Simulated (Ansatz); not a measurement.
BaZn, space group Pm-3m: relaxations under a series of pressures, run with the Python package of Ansatz (0.2.0).

The script, `compress.py`:
```python
"""Cell of BaZn under pressure."""

import ansatz as az
import numpy as np
import pandas as pd

def edges_and_angles(cell):
    cell = np.asarray(cell)
    a, b, c = np.linalg.norm(cell, axis=1)
    cosines = cell[1] @ cell[2] / (b * c), cell[0] @ cell[2] / (a * c), cell[0] @ cell[1] / (a * b)
    return (a, b, c, *np.degrees(np.arccos(cosines)))


def main() -> None:
    vectors = np.array([
        [4.078513, 0.0, 0.0],
        [0.0, 4.078513, 0.0],
        [0.0, 0.0, 4.078513],
    ])
    cell = (
        az.Lattice.of(vectors)
        .atom("Ba", (0.0, 0.0, 0.0))
        .atom("Zn", (0.5, 0.5, 0.5))
    )

    base = (
        cell.calculation()
        .kpoints(5, 5, 5)
        .functional(az.Functional.R2SCAN)
        .occupations("fermi_dirac")
    )

    # H = F + PV, with 1 GPa A^3 = 1/160.21766 eV
    rows = []
    for pressure in [0, 2, 4, 6, 8]:
        done = base.relax(cell=True, pressure=pressure).run(threads=1, pin="off")
        cell = done.lattice.cell_ang
        n_atoms = len(done.lattice.sites)
        volume = abs(np.linalg.det(cell)) / n_atoms
        enthalpy = done.report["free_energy_ev"] / n_atoms + pressure * volume / 160.21766
        rows.append((pressure, volume, enthalpy, *edges_and_angles(cell)))
        print(f"{pressure} GPa done: {volume:.4f} A^3/atom")

    table = pd.DataFrame(rows, columns=["P_GPa", "V_A3_atom", "H_eV_atom", "a", "b", "c", "alpha", "beta", "gamma"])
    print(table.round(4).to_string(index=False))
    p, v = np.array([row[0] for row in rows], float), np.array([row[1] for row in rows])
    print("mean bulk modulus between rows (GPa):", np.round(-np.diff(p) / np.diff(np.log(v)), 1))


if __name__ == "__main__":
    main()
```

How far does the cell shrink over this series of pressures, and what bulk modulus does the first step imply?

The volume falls from 34.28 Å³ an atom at 0 GPa to 27.25 at 8 GPa, by 20.5 %. Between 0 and 2 GPa, -V dP/dV is about 26 GPa, a mean over that step.

The output:

```console
$ python compress.py
DeckWarning: basis.ecutwfc = 500 eV, auto-derived from the records' recommended cutoffs: set by Ba (their level for a meta-GGA)
0 GPa done: 34.2840 A^3/atom
2 GPa done: 31.7479 A^3/atom
4 GPa done: 29.9511 A^3/atom
6 GPa done: 28.4738 A^3/atom
8 GPa done: 27.2510 A^3/atom
 P_GPa  V_A3_atom  H_eV_atom      a      b      c  alpha  beta  gamma
     0    34.2840 -4645.2344 4.0930 4.0930 4.0930   90.0  90.0   90.0
     2    31.7479 -4644.8228 3.9895 3.9895 3.9895   90.0  90.0   90.0
     4    29.9511 -4644.4380 3.9127 3.9127 3.9127   90.0  90.0   90.0
     6    28.4738 -4644.0738 3.8473 3.8473 3.8473   90.0  90.0   90.0
     8    27.2510 -4643.7263 3.7914 3.7914 3.7914   90.0  90.0   90.0
mean bulk modulus between rows (GPa): [26.  34.3 39.5 45.6]
```
(Warnings from the package without file and line.)

Caveats:
- Total energies depend on the potentials; only differences at equal settings carry meaning.
- At a fixed pressure a relaxation lowers the enthalpy F + PV, while F alone can rise.
- The mesh is modest for a metal, so energies can be off by several to tens of meV an atom and pressures by half a GPa or more; differences at equal mesh fare better.
- This cell is a computed structure, which may not be the phase found in nature.
- Symmetry holds the cell in this phase, whether or not it is the stable one at each pressure.
- Run time: 44 s on 1 thread of Arm Neoverse V2 (shared host), peak memory 0.57 GiB.

(Lines on the test bed's own set-up are left out of the output.)
